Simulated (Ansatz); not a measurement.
# La2AlN2: the cost of one run

Program: Ansatz 0.2.0. Level of theory: DFT PBE, scalar-relativistic, plane waves, PAW. These are calculated values, not measurements.

1 further run of the same task is left out (set aside as unsound or not needed). Runs told in other sessions of the task aren't counted.

### Step 1. The system as given

Symmetry: I4/mmm, No. 139, tetragonal system. Conventional cell: a = 3.797 Å, b = 3.797 Å, c = 12.655 Å, α = 90.00°, β = 90.00°, γ = 90.00°. Around La (site symmetry 4mm) lie 5 N at 2.45 to 2.69 Å. Around Al (site symmetry 4/mmm) lie 2 N at 1.97 Å. N (site symmetry 4mm) has 1 Al at 1.97 Å and 5 La at 2.45 to 2.69 Å in its first shell of neighbours.

Coordinates:

```cif
data_structure
_symmetry_space_group_name_H-M 'I4/mmm'
_symmetry_Int_Tables_number 139
_cell_length_a 3.7968
_cell_length_b 3.7968
_cell_length_c 12.6546
_cell_angle_alpha 90.000
_cell_angle_beta 90.000
_cell_angle_gamma 90.000
_cell_volume 182.43
loop_
_atom_site_label
_atom_site_type_symbol
_atom_site_symmetry_multiplicity
_atom_site_Wyckoff_symbol
_atom_site_fract_x
_atom_site_fract_y
_atom_site_fract_z
_atom_site_occupancy
La1 La 4 e 0.50000 0.50000 0.34914 1
Al1 Al 2 b 0.50000 0.50000 0.00000 1
N1 N 4 e 0.50000 0.50000 0.15529 1
```

The cell was relaxed beforehand at this level, from a generated guess; it is a trial structure. At a tolerance of 0.05 Å it has space group I4/mmm (No. 139); it has 18.24 Å³/atom, an uncorrected energy of -1.06 eV/atom over the elements.

### Step 2. Bands, states and charges

input.yaml reads:

```yaml
crystal:
  lattice:
    - [-1.8984028, 1.8984028, 6.3272893]
    - [1.8984028, -1.8984028, 6.3272893]
    - [1.8984028, 1.8984028, -6.3272893]
  atoms:
    - { symbol: La, position: [0.849145, 0.849145, 0.0] }
    - { symbol: La, position: [0.150855, 0.150855, 0.0] }
    - { symbol: Al, position: [0.5, 0.5, 0.0] }
    - { symbol: "N", position: [0.655287, 0.655287, 0.0] }
    - { symbol: "N", position: [0.344713, 0.344713, 0.0] }
basis:
  ecutwfc: 420
kpoints:
  mp_grid: { grid: [14, 14, 14] }
  band_path:
    path:
      - [[0.0, 0.0, 0.0], [0.0, 0.0, 0.5], [0.25, 0.25, 0.25], [0.0, 0.5, 0.0], [0.0, 0.0, 0.0], [0.5, 0.5, -0.5], [0.27250512, 0.72749488, -0.27250512]]
      - [[-0.27250512, 0.27250512, 0.27250512], [0.0, 0.0, 0.0]]
      - [[0.0, 0.0, 0.5], [-0.04501024, 0.04501024, 0.5]]
      - [[0.5, 0.5, -0.04501024], [0.5, 0.5, -0.5]]
    npoints: 14
hamiltonian:
  xc: pbe
scf:
  occupations: { method: gaussian, width: 0.1 }
  n_extra_bands: 12
output:
  forces: true
  stress: true
  eigenvalues: true
  populations: true
  dos: { projected: true, de: 0.02, nscf_kmesh: { grid: [17, 17, 17] } }
  bader: true
  write_density: true
  write_potential: true
  elf: true
  volumetric_format: npy
```

Launch:

```sh
$ ansatz run input.yaml --threads 1 --pin off --max-ram 3072MiB --backend cpu --events-out ev --progress --plain --runs-dir out
```

What time and memory should one allow on 1 thread of Intel Xeon 6975P-C (Granite Rapids), shared host?

About 67 s, with a peak of 1 GiB.
